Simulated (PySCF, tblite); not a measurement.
**C₆H₉B₂ radical: geometry, infrared bands and EPR parameters**

Aim: predict the infrared bands and EPR parameters of C₆H₉B₂ radical (`[H]/[C]=C/BC#CB(C)C`).

Computed with tblite 0.8.0 and PySCF 2.14.0, with density-fitted response routines of our own, on a single molecule in the gas phase. Atoms are numbered from 0 throughout.

## 1. Starting geometry

17 atoms, charge 0, multiplicity 2; geometry from: force field or distance geometry start.

Bonds of the start (Å): C0–C1 1.32, C1–B2 1.58, B2–C3 1.56, C3–C4 1.20, C4–B5 1.56, B5–C6 1.58, B5–C7 1.61, C0–H8 1.10, C1–H9 1.09, B2–H10 1.17, C6–H11 1.12, C6–H12 1.10, C6–H13 1.09, C7–H14 1.12, C7–H15 1.12, C7–H16 1.10.

## 2. Optimising the geometry with GFN2-xTB

Job settings and geometry (Å):

```
{"job": {"kind": "relax", "xc": "GFN2-xTB", "basis": "xTB"}, "charge": 0, "multiplicity": 2}
C      4.700000    -0.398100     0.123600
C      3.449600    -0.014700     0.317100
B      2.394300    -0.915300     1.075300
C      0.896400    -0.552900     0.847100
C     -0.260400    -0.269300     0.685800
B     -1.746100     0.128900     0.432300
C     -2.774500    -0.996400     0.000500
C     -2.099100     1.617500    -0.055000
H      5.344700     0.316700    -0.407600
H      3.078200     0.957200    -0.012800
H      2.659400    -1.989100     1.467800
H     -3.114100    -0.767000    -1.037300
H     -2.236100    -1.950000     0.049700
H     -3.653100    -0.952200     0.646700
H     -3.068800     1.884200     0.430900
H     -2.286700     1.587200    -1.154900
H     -1.290700     2.325300     0.178900
```

Launch:

```
OMP_NUM_THREADS=1 python probes_run.py task.json out
```

This one command runs all jobs of the session in turn.

Standard output:

```text
step      E/eV     max force
  0    -535.00773    2.736
  1    -535.14068    4.823
  2    -535.40755    1.115
  3    -535.51147    1.011
  4    -535.54942    0.666
  5    -535.56756    0.489
  6    -535.58918    0.507
  7    -535.62331    0.503
  8    -535.63202    0.232
  9    -535.64094    0.217
 10    -535.64802    0.292
 11    -535.65524    0.264
 12    -535.66029    0.225
 13    -535.66479    0.201
 14    -535.66961    0.244
 15    -535.67484    0.231
 16    -535.67905    0.168
 17    -535.68169    0.117
 18    -535.68362    0.115
 19    -535.68585    0.149
 20    -535.68847    0.168
 21    -535.69070    0.110
 22    -535.69223    0.080
 23    -535.69369    0.096
 24    -535.69569    0.150
 25    -535.69807    0.158
 26    -535.70025    0.120
 27    -535.70192    0.084
 28    -535.70339    0.116
 29    -535.70528    0.145
 30    -535.70758    0.128
 31    -535.70975    0.149
 32    -535.71179    0.157
 33    -535.71420    0.147
 34    -535.71712    0.169
 35    -535.72019    0.121
 36    -535.72296    0.126
 37    -535.72555    0.119
 38    -535.72850    0.171
 39    -535.73212    0.166
 40    -535.73594    0.162
 41    -535.73779    0.211
 42    -535.74099    0.201
 43    -535.74362    0.130
 44    -535.74701    0.116
 45    -535.74884    0.116
 46    -535.75103    0.124
 47    -535.75327    0.124
 48    -535.75611    0.112
 49    -535.75962    0.128
 50    -535.76284    0.216
 51    -535.76826    0.300
 52    -535.77322    0.225
 53    -535.78055    0.178
 54    -535.78293    0.223
 55    -535.78691    0.153
 56    -535.78912    0.137
 57    -535.79025    0.102
 58    -535.79156    0.069
 59    -535.79256    0.073
 60    -535.79355    0.078
 61    -535.79439    0.067
 62    -535.79538    0.065
 63    -535.79623    0.073
 64    -535.79709    0.106
 65    -535.79800    0.099
 66    -535.79905    0.064
 67    -535.79988    0.074
 68    -535.80055    0.071
 69    -535.80129    0.094
 70    -535.80237    0.107
 71    -535.80375    0.104
 72    -535.80508    0.084
 73    -535.80613    0.082
 74    -535.80705    0.087
 75    -535.80824    0.084
 76    -535.80953    0.087
 77    -535.81052    0.088
 78    -535.81147    0.090
 79    -535.81246    0.073
 80    -535.81368    0.090
 81    -535.81505    0.090
 82    -535.81624    0.102
 83    -535.81714    0.090
 84    -535.81793    0.069
 85    -535.81860    0.051
 86    -535.81897    0.050
 87    -535.81946    0.046
 88    -535.82004    0.056
 89    -535.82062    0.047
 90    -535.82108    0.045
 91    -535.82143    0.041
 92    -535.82182    0.057
 93    -535.82231    0.077
 94    -535.82284    0.076
 95    -535.82325    0.040
 96    -535.82345    0.028
 97    -535.82356    0.029
 98    -535.82370    0.032
 99    -535.82395    0.040
100    -535.82430    0.036
101    -535.82456    0.025
102    -535.82472    0.024
103    -535.82483    0.027
104    -535.82494    0.022
105    -535.82504    0.025
106    -535.82509    0.019
107    -535.82512    0.016
108    -535.82516    0.017
109    -535.82523    0.017
110    -535.82533    0.027
111    -535.82546    0.030
112    -535.82556    0.023
113    -535.82565    0.024
114    -535.82575    0.031
115    -535.82587    0.036
116    -535.82602    0.041
117    -535.82624    0.047
118    -535.82659    0.057
119    -535.82714    0.067
120    -535.82788    0.096
121    -535.82862    0.071
122    -535.82912    0.033
123    -535.82935    0.027
124    -535.82944    0.034
125    -535.82950    0.023
126    -535.82954    0.031
127    -535.82957    0.032
128    -535.82960    0.016
129    -535.82962    0.012
130    -535.82965    0.019
131    -535.82968    0.023
132    -535.82970    0.018
133    -535.82971    0.011
134    -535.82973    0.008
```

Run time: 0.87 s. Hardware: 1 thread of Arm Neoverse V1, shared host.

Relaxation path: (not every step is listed)

| step | energy from step 0 (eV) | largest force (eV/Å) |
| --- | --- | --- |
| 0 | 0.0000 | 2.7364 |
| 1 | -0.1329 | 4.8229 |
| 2 | -0.3998 | 1.1147 |
| 3 | -0.5037 | 1.0114 |
| 4 | -0.5417 | 0.6664 |
| 5 | -0.5598 | 0.4889 |
| 6 | -0.5815 | 0.5067 |
| 7 | -0.6156 | 0.5029 |
| 8 | -0.6243 | 0.2321 |
| 20 | -0.6807 | 0.1681 |
| 32 | -0.7041 | 0.1574 |
| 44 | -0.7393 | 0.1158 |
| 56 | -0.7814 | 0.1368 |
| 68 | -0.7928 | 0.0711 |
| 80 | -0.8059 | 0.0897 |
| 92 | -0.8141 | 0.0567 |
| 104 | -0.8172 | 0.0217 |
| 116 | -0.8183 | 0.0414 |
| 128 | -0.8219 | 0.0162 |
| 129 | -0.8219 | 0.0124 |
| 130 | -0.8219 | 0.0190 |
| 131 | -0.8220 | 0.0226 |
| 132 | -0.8220 | 0.0177 |
| 133 | -0.8220 | 0.0114 |
| 134 | -0.8220 | 0.0081 |

Close pairs (by a distance rule), those that changed most:

| bond | before (Å) | after (Å) | change (Å) |
| --- | --- | --- | --- |
| B2–C3 | 1.558 | 1.490 | -0.068 |
| C4–B5 | 1.559 | 1.496 | -0.063 |
| C0–H8 | 1.099 | 1.067 | -0.033 |
| C7–H14 | 1.117 | 1.088 | -0.029 |
| C6–H11 | 1.116 | 1.088 | -0.028 |
| C7–H15 | 1.116 | 1.091 | -0.025 |
| B5–C7 | 1.606 | 1.582 | -0.024 |
| C0–C1 | 1.322 | 1.299 | -0.023 |

The next job starts from the end point, and lists it.

## 3. Infrared spectrum with GFN2-xTB

Job settings and geometry (Å):

```
{"job": {"kind": "ir", "xc": "GFN2-xTB", "basis": "xTB"}, "charge": 0, "multiplicity": 2}
C      4.681207    -0.438801     0.204715
C      3.401959    -0.293308     0.030783
B      2.351362    -0.451504     1.173533
C      0.910640    -0.244750     0.854398
C     -0.262790    -0.063962     0.560825
B     -1.695204     0.161438     0.193529
C     -2.595615    -1.056469    -0.260851
C     -2.286933     1.627634     0.242669
H      5.599674    -0.395085    -0.336363
H      2.997113    -0.040751    -0.960720
H      2.692549    -0.723181     2.259578
H     -3.287258    -0.782762    -1.055145
H     -2.028161    -1.926041    -0.584583
H     -3.208879    -1.373666     0.583375
H     -3.367765     1.647302     0.361486
H     -2.065107     2.124189    -0.703106
H     -1.843788     2.241745     1.023815
```

Standard output:

```text
mode    cm-1     km/mol
  1      29.5      0.37
  2      44.0      0.07
  3      61.2      0.34
  4      82.2      1.85
  5      84.5      2.78
  6      99.6      0.50
  7     177.3      0.73
  8     241.1      0.03
  9     243.5      0.38
 10     311.4      6.04
 11     379.6      3.77
 12     439.7      0.01
 13     466.5      0.83
 14     546.7     14.68
 15     608.8     20.28
 16     667.4     17.89
 17     706.9    126.00
 18     729.1      3.60
 19     766.2     10.72
 20     837.6      4.33
 21     854.4    103.40
 22     864.9     52.83
 23     948.1      2.11
 24     949.8     51.92
 25    1095.4     18.14
 26    1119.7    134.62
 27    1156.3     24.01
 28    1274.1    388.99
 29    1377.5     25.92
 30    1383.9      1.58
 31    1483.5      0.77
 32    1484.4      0.56
 33    1491.6      2.59
 34    1494.9      2.69
 35    1677.8     56.89
 36    2159.4      1.45
 37    2638.2    119.45
 38    2758.0     29.45
 39    2992.5     10.45
 40    2996.9     40.59
 41    3025.1     20.66
 42    3030.6     46.89
 43    3034.0     22.19
 44    3035.3     54.82
 45    3158.7     47.33
```

It took 0.54 s on 1 thread of Arm Neoverse V1, shared host.

Which atoms move in the most intense modes:

| cm⁻¹ | km/mol | atoms |
| --- | --- | --- |
| 707 | 126.0 | H10 38 %, B2 32 %, H8 19 % |
| 854 | 103.4 | B5 19 %, H16 16 %, H13 16 %, H15 12 % |
| 865 | 52.8 | H11 26 %, H14 18 %, H12 12 %, C6 11 % |
| 1120 | 134.6 | B5 67 %, C6 11 %, C7 10 % |
| 1274 | 389.0 | B5 38 %, B2 23 %, C3 15 %, C4 14 % |
| 1678 | 56.9 | C1 52 %, C0 43 % |
| 2638 | 119.5 | H10 92 % |
| 3035 | 54.8 | H12 58 %, H14 31 % |

## 4. EPR parameters: B3LYP/pcH-1

Same as in step 3 but for these lines:

```diff
@@ -1,2 +1,2 @@
-{"job": {"kind": "ir", "xc": "GFN2-xTB", "basis": "xTB"}, "charge": 0, "multiplicity": 2}
+{"job": {"kind": "epr", "basis": "pcH-1"}, "charge": 0, "multiplicity": 2}
 C      4.681207    -0.438801     0.204715
```

With the program's defaults for keys left out, this is: UKS B3LYP, pcH-1 on B C H, non-relativistic, mean-field spin-orbit, GIAO.

Standard output:

```text
UKS, coarse grid
  cycle   1  E = -283.57582738  |g| = 4.09e-01
  cycle   2  E = -283.54805322  |g| = 4.71e-01
  cycle   3  E = -283.66338617  |g| = 8.72e-02
  cycle   4  E = -283.66684381  |g| = 4.02e-02
  cycle   5  E = -283.66774612  |g| = 8.54e-03
  cycle   6  E = -283.66780681  |g| = 2.79e-03
  cycle   7  E = -283.66782537  |g| = 1.65e-03
  cycle   8  E = -283.66783051  |g| = 1.42e-03
  cycle   9  E = -283.66783209  |g| = 9.39e-04
UKS, final grid
  cycle   1  E = -283.66783260  |g| = 2.16e-03
  cycle   2  E = -283.66781898  |g| = 5.51e-03
  cycle   3  E = -283.66783521  |g| = 2.32e-04
  cycle   4  E = -283.66783526  |g| = 9.30e-05
  cycle   5  E = -283.66783531  |g| = 3.03e-05
  cycle   6  E = -283.66783531  |g| = 1.16e-05
E = -283.66783531 Eh   <S^2> = 0.7598 (exact 0.7500)
g shifts (ppm)      1          2          3
  rmc          -145       -145       -145
  gc             26          9        -39
  oz_so       -1011        -19        684
  total       -1130       -155        500
hyperfine (MHz)  atom isotope    a_iso     a_fc   dipolar eigenvalues
    0   13C     309.64     309.64    -82.63    -60.13    142.76
    1   13C       7.22       7.22    -17.01      3.85     13.16
    2   11B      72.24      72.24     -5.02     -2.87      7.90
    3   13C       2.58       2.58     -0.56     -0.11      0.67
    4   13C       0.20       0.20     -1.95      0.67      1.28
    5   11B       0.45       0.45     -0.14     -0.05      0.19
    6   13C      -0.57      -0.57     -0.09      0.01      0.08
    7   13C      -0.56      -0.56     -0.11      0.01      0.10
    8    1H      52.25      52.25    -32.42     -7.21     39.63
    9    1H     210.13     210.13     -4.98     -2.37      7.35
   10    1H      -3.04      -3.04     -4.46     -2.60      7.06
   11    1H      -0.09      -0.09     -0.15     -0.13      0.28
   12    1H       0.06       0.06     -0.28     -0.19      0.47
   13    1H       0.06       0.06     -0.15     -0.14      0.29
   14    1H      -0.08      -0.08     -0.13     -0.11      0.24
   15    1H       0.07       0.07     -0.23     -0.18      0.41
   16    1H       0.04       0.04     -0.25     -0.17      0.43
```

Run time: 84 s. Hardware: 1 thread of Arm Neoverse V1, shared host; peak memory 0.97 GiB.

Principal g values 2.00119, 2.00216, 2.00282; g(iso) = 2.00206, against 2.00232 for a free electron.

Hyperfine couplings; where a row names several nuclei, a(iso) is their mean (it holds for fast rotation or exchange) and the dipolar term the largest among them:

| nuclei | isotope | a(iso) (MHz) | a(iso) (G, at g = 2.0023) | largest dipolar term (MHz) |
| --- | --- | --- | --- | --- |
| C0 | 13C | 309.6 | 110.5 | 142.8 |
| H9 | 1H | 210.1 | 75.0 | 7.3 |
| B2 | 11B | 72.2 | 25.8 | 7.9 |
| H8 | 1H | 52.3 | 18.6 | 39.6 |
| C1 | 13C | 7.2 | 2.6 | -17.0 |
| H10 | 1H | -3.0 | -1.1 | 7.1 |
| C3 | 13C | 2.6 | 0.9 | 0.7 |
| C6, C7 | 13C | -0.6 | -0.2 | -0.1 |
| B5 | 11B | 0.4 | 0.2 | 0.2 |
| C4 | 13C | 0.2 | 0.1 | -2.0 |
| H11, H12, H13, H14, H15, H16 | 1H | 0.0 | 0.0 | 0.5 |

Mulliken spin populations:

C0 1.02; C1 -0.17; B2 0.04; C3 0.01; C4 -0.01; B5 0.00; C6 0.00; C7 0.00; H8 0.01; H9 0.10; H10 0.00; H11 0.00; H12 0.00; H13 0.00; H14 0.00; H15 0.00; H16 0.00

In first order the couplings over 0.8 MHz of 1H, 11B give 32 distinct lines over 172.0 G, if the averaged nuclei exchange fast; the same motion can average rows kept apart here too.

Orbitals, density, ELF and potential are computed afterwards from the orbital file.

ELF in a plane through or near 7 of the atoms.

Ten even steps from '0' (0.00) to '9' (1.00):
```
0000000000000000000000000000
0000000000000000000000000000
0000000000000000000000000000
0000000000000000120000000000
0000000000000001673000000000
0000000000000001785352000000
0000013430002100563998000000
0000135652024410412999000000
0001467866256755697997000000
0002774848366849145120000000
0002773849475839235000000000
0001577777266856696200000000
0000246553135520440620000000
0000023430013200764620000000
0000000000000005995310000000
0000000000000006993100000000
0000000000000002641000000000
0000000000000000000000000000
0000000000000000000000000000
0000000000000000000000000000
```
The map spans 16.4 Å across and 9.6 Å up, centred on the molecule. Atoms in the plane (x, y in Å): C0 (-4.7, 0.0), C1 (-3.4, 0.0), B5 (1.7, 0.0), C6 (2.5, -1.4), C7 (2.4, 1.4), H12 (1.9, -2.2), H14 (3.5, 1.3).

log10 of the density (e/Å³) in the same plane.

Ten even steps from '0' (-4.0) to '9' (0.9):
```
0000000000000000000000000000
0000000000000000000000000000
0000000000000001222100000000
0000000000000012344321000000
0000001110000124565432000000
0000122222222234677553100000
0002344444334445788764200000
0013455555455555789874200000
0024677776666777788764200000
0025688887777888887653100000
0024688888778888987543100000
0024677777677777788653100000
0013455555555555789753100000
0002344444444445788753100000
0000122332223335777643100000
0000001111111124665432000000
0000000000000013444321000000
0000000000000001232210000000
0000000000000000010000000000
0000000000000000000000000000
```
The map spans 16.4 Å across and 9.6 Å up, centred on the molecule. Atoms in the plane (x, y in Å): C0 (-4.7, 0.0), C1 (-3.4, 0.0), B5 (1.7, 0.0), C6 (2.5, -1.4), C7 (2.4, 1.4), H12 (1.9, -2.2), H14 (3.5, 1.3).

On the surface of density 0.002 e/bohr³ the electrostatic potential runs, from the 1st to the 99th percentile, from -0.59 V near C3 to 1.17 V near H8.

The spin density lies nearest to C0 68 %; H8 12 %; H9 9 %; C1 7 % (beta excess).

## 5. Results

| quantity | value |
| --- | --- |
| strongest single infrared mode (GFN2-xTB) | 1274 cm⁻¹, 389 km/mol |
| zero-point energy (GFN2-xTB) | 78.6 kcal/mol |
| g(iso) (B3LYP) | 2.00206 |
| ⟨S²⟩ | 0.760 (exact 0.75) |
| largest a(iso) (averaged by class) | 13C on C0, 309.6 MHz |
| potential on the surface of density 0.002 e/bohr³, 1st and 99th percentile | -0.59 V and 1.17 V |

**Reading.** Relaxing lowered the energy by 0.822 eV in 134 steps; the close pair that moved most is B2–C3, from 1.558 to 1.490 Å. No mode is imaginary among the 45: a minimum at this level. The strongest single mode, at 1274 cm⁻¹, is carried by B5, B2, C3, C4. Unscaled tight-binding wavenumbers are off by several per cent, some by more. Its intensities can rank the bands wrongly. C0 carries the largest spin population, 1.02 e. The isotropic g lies 0.3 ppt below the free-electron value. These values are for one conformer; the search (at its own cheap level) found 2 more, at 0.45, 3.51 kcal/mol, and measured spectra average over such forms.
